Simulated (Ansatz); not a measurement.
# AgRh in Ansatz: the effect of functional

Crystal: AgRh.

```
Ag Rh
1.0
     2.77759    0.00000    0.00000
    -1.38879    2.40546    0.00000
     0.00000    0.00000    4.80860
Ag Rh
1 1
Direct
  0.00000 0.00000 0.50000
  0.66667 0.33333 0.00000
```

The cell comes from a database or a generator and needn't be the stable form of this composition.

Alike in all runs:

| Item | Value |
| --- | --- |
| Program | Ansatz 0.2.0 |
| Task | band structure |
| Potentials or basis | all-electron LAPW, scalar-relativistic |
| Cutoff | 263 eV |
| Density cutoff | 1052 eV |
| Basis error allowed | 0.001 eV/atom |
| k mesh | 11 × 11 × 6 |
| Occupations | fermi-dirac, width 0.05 eV |
| Spin | no spin polarisation |

Task: One run gave: pressure -2.3 GPa. Which functional did it use?
A. LDA
B. PBE
C. PBEsol

Result: B.

| functional | pressure (GPa) |
| --- | --- |
| LDA | -15.6 |
| PBEsol | -10.6 |
| PBE | -2.3 |

Not every run made on this cell is shown here.
